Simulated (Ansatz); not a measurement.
# CdH5NOSi: how energies converge with the basis set

The task here is to estimate one member of a computed series from the others.

Program: Ansatz 0.2.0, Gaussian basis. Level of theory: one geometry, several basis sets. These are calculated values, not measurements.

Levels to be run: PBE0-D4/def2-SVP; ωB97M-V/def2-SVP; PBE0-D4/def2-QZVPP; ωB97M-V/def2-QZVPP; the functionals' def2-TZVPP values are taken from earlier runs.

## Structure used throughout

All runs share one geometry, relaxed beforehand with PBE0-D4 in a triple-zeta def2 set. Cd takes the def2 core potential; no spin-orbit term is included.

9 atoms, charge 0, spin multiplicity 1.

Atoms are counted from 1 here; the program's logs count them from 0.

Bond lengths: N1–Cd2 1.998 Å, N1–H5 1.014 Å, N1–H6 1.014 Å, Cd2–O3 1.960 Å, O3–Si4 1.620 Å, Si4–H7 1.495 Å, Si4–H8 1.489 Å, Si4–H9 1.495 Å. Angles: Cd2–N1–H5 111.4°, Cd2–N1–H6 111.4°, H5–N1–H6 106.3°, N1–Cd2–O3 177.7°, Cd2–O3–Si4 136.2°, O3–Si4–H7 112.2°, O3–Si4–H8 109.6°, O3–Si4–H9 112.2°, H7–Si4–H8 108.0°, H7–Si4–H9 106.7°, H8–Si4–H9 108.0°.

The first run:

in.yaml

```yaml
crystal:
  periodic: [false, false, false]
  atoms:
    - {symbol: N, position_ang: [-0.651688, 2.678354, -1.236303]}
    - {symbol: Cd, position_ang: [0.132331, 0.965925, -0.569833]}
    - {symbol: O, position_ang: [0.832609, -0.729088, 0.121369]}
    - {symbol: Si, position_ang: [0.252025, -1.967732, 0.989721]}
    - {symbol: H, position_ang: [-0.132135, 3.480404, -0.897100]}
    - {symbol: H, position_ang: [-0.623829, 2.729340, -2.248684]}
    - {symbol: H, position_ang: [-0.878236, -2.660532, 0.298893]}
    - {symbol: H, position_ang: [1.332643, -2.966149, 1.218805]}
    - {symbol: H, position_ang: [-0.263720, -1.530511, 2.323123]}
basis:
  gaussian: {orbitals: def2-SVP}
hamiltonian: {xc: pbe0, dispersion: d4}
output: {orbitals: {seedname: orbitals}}
```

Started as:

```console
$ ansatz run in.yaml --threads 4 --pin off --events-out ev --progress --plain --max-ram 10444MiB
```

Among the steps run: PBE0-D4 in def2-SVP; ωB97M-V in def2-SVP; PBE0-D4 in def2-QZVPP; ωB97M-V in def2-QZVPP.

One of the session's tables, all rows but one given; the rest of the session is left out.

It belongs to the step «Functionals by basis». 

```
functional       basis  HOMO (eV)
   PBE0-D4    def2-SVP          ?
   PBE0-D4  def2-TZVPP      -7.41
   PBE0-D4  def2-QZVPP      -7.45
   ωB97M-V    def2-SVP      -9.47
   ωB97M-V  def2-TZVPP      -9.75
   ωB97M-V  def2-QZVPP      -9.79
```

**Question.** Estimate the row for PBE0-D4, def2-SVP.

The run gave: HOMO (eV): -7.16. In the column «HOMO (eV)» it is the highest.
